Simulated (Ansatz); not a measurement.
# CoSbH4: the cost of one run

Program: Ansatz 0.2.0. Level of theory: DFT PBE, scalar-relativistic, plane waves, PAW, unless a step names another level. These are calculated values, not measurements.

11 further runs of the same task are left out: 2 that didn't finish, 9 set aside as unsound or not needed.

## (1) Plan

Pauling electronegativities: Co 1.88, Sb 2.05, H 2.20 (spread 0.32). No set of common oxidation states balances it. Tabulated atomic sizes suggest about 11 Å³/atom. 29 candidates were drawn, by swapping species into database cells of other compounds, at random by space group and Wyckoff sites, or by hand, as the table says:

| name | made from | space group no. | Wyckoff sites | atoms (primitive cell) | V (Å³/atom) |
| --- | --- | --- | --- | --- | --- |
| c01 | database cell of CaCeC4 | 65 | Co 2a; Sb 2c; H 4i, 4j | 6 | 10.3 |
| c02 | database cell of TbHoCo4 | 216 | Co 4c; Sb 4a; H 16e | 6 | 11.7 |
| c03 | random | 191 | Co 1b; Sb 1a; H 2c, 2d | 6 | 11.7 |
| c04 | random | 191 | Co 1b; Sb 1a; H 2d, 2e | 6 | 12.9 |
| c05 | random | 123 | Co 1d; Sb 1a; H 2g, 2f | 6 | 13.0 |
| c06 | random | 183 | Co 1a; Sb 1a; H 3c, 1a | 6 | 13.2 |
| c07 | database cell of DyErC4 | 123 | Co 1a; Sb 1d; H 2g, 2h | 6 | 9.7 |
| c08 | random | 156 | Co 1a; Sb 1b; H 3d, 1c | 6 | 13.4 |
| c09 | random | 187 | Co 1a; Sb 1c; H 2h, 1f, 1b | 6 | 13.6 |
| c10 | random | 47 | Co 1h; Sb 1b; H 2q, 1e, 1g | 6 | 12.8 |
| c11 | random | 216 | Co 4b; Sb 4c; H 16e | 6 | 12.0 |
| c12 | database cell of DyNi4Au | 216 | Co 4b; Sb 4d; H 16e | 6 | 11.4 |
| c13 | random | 47 | Co 1c; Sb 1g; H 2r, 2m | 6 | 13.1 |
| c14 | database cell of MgInCu4 | 216 | Co 4a; Sb 4d; H 16e | 6 | 10.8 |
| c15 | random | 65 | Co 2a; Sb 2b; H 8q | 6 | 11.5 |
| c16 | database cell of LaAlCu4 | 187 | Co 1e; Sb 1a; H 1c, 3k | 6 | 12.1 |
| c17 | random | 216 | Co 4d; Sb 4c; H 16e | 6 | 12.6 |
| c18 | database cell of NbVH4 | 123 | Co 1d; Sb 1a; H 4i | 6 | 9.7 |
| c19 | random | 123 | Co 1d; Sb 1b; H 4l | 6 | 12.1 |
| c20 | random | 123 | Co 1d; Sb 1a; H 2e, 1c, 1b | 6 | 14.6 |
| c21 | random | 71 | Co 2a; Sb 2d; H 4f, 4h | 6 | 14.3 |
| c22 | random | 139 | Co 2a; Sb 2b; H 4c, 4d | 6 | 13.8 |
| c23 | database cell of LaCeOs4 | 216 | Co 4a; Sb 4c; H 16e | 6 | 11.1 |
| c24 | random | 65 | Co 2c; Sb 2d; H 8o | 6 | 11.6 |
| c25 | random | 65 | Co 2c; Sb 2d; H 8o | 6 | 11.5 |
| c26 | database cell of LaSiNi4 | 65 | Co 2a; Sb 2c; H 4i, 4f | 6 | 11.7 |
| c27 | database cell of CeAlCu4 | 65 | Co 2b; Sb 2d; H 4i, 4f | 6 | 11.5 |
| c28 | random | 139 | Co 2a; Sb 2b; H 8j | 6 | 12.5 |
| c29 | database cell of PrAlCu4 | 187 | Co 1a; Sb 1e; H 1c, 3k | 6 | 12.3 |

## (2) Screening run of c14

Contents of input.yaml:

```yaml
crystal:
  lattice:
    - [0.0, 3.18968294, 3.18968294]
    - [3.18968294, 0.0, 3.18968294]
    - [3.18968294, 3.18968294, 0.0]
  atoms:
    - { symbol: Co, position: [0.0, 0.0, 0.0], spin: 3.0 }
    - { symbol: Sb, position: [0.25, 0.25, 0.25] }
    - { symbol: H, position: [0.62522651, 0.62522651, 0.12432047] }
    - { symbol: H, position: [0.62522651, 0.12432047, 0.62522651] }
    - { symbol: H, position: [0.62522651, 0.62522651, 0.62522651] }
    - { symbol: H, position: [0.12432047, 0.62522651, 0.62522651] }
basis:
  ecutwfc: 420
kpoints:
  mp_grid: { grid: [4, 4, 4] }
hamiltonian:
  xc: pbe
scf:
  occupations: { method: gaussian, width: 0.2 }
  lower_state_search: "off"
output:
  forces: true
  stress: true
  eigenvalues: true
  populations: true
magnetization:
  spin_polarized: true
relax:
  adjacent_minimum: "off"
  f_tol: 0.08
  max_steps: 16
  cell: { stress_tol: 0.8 }
```

The run is started by

```console
> ansatz run input.yaml --threads 1 --pin off --max-ram 2560MiB --backend cpu --events-out ev --progress --plain --runs-dir out
```

**Question.** How long does this run take on 1 thread of Intel Xeon at 2.70GHz, shared host, and how much memory does it need?

About 48 s, with a peak of 0.38 GiB.
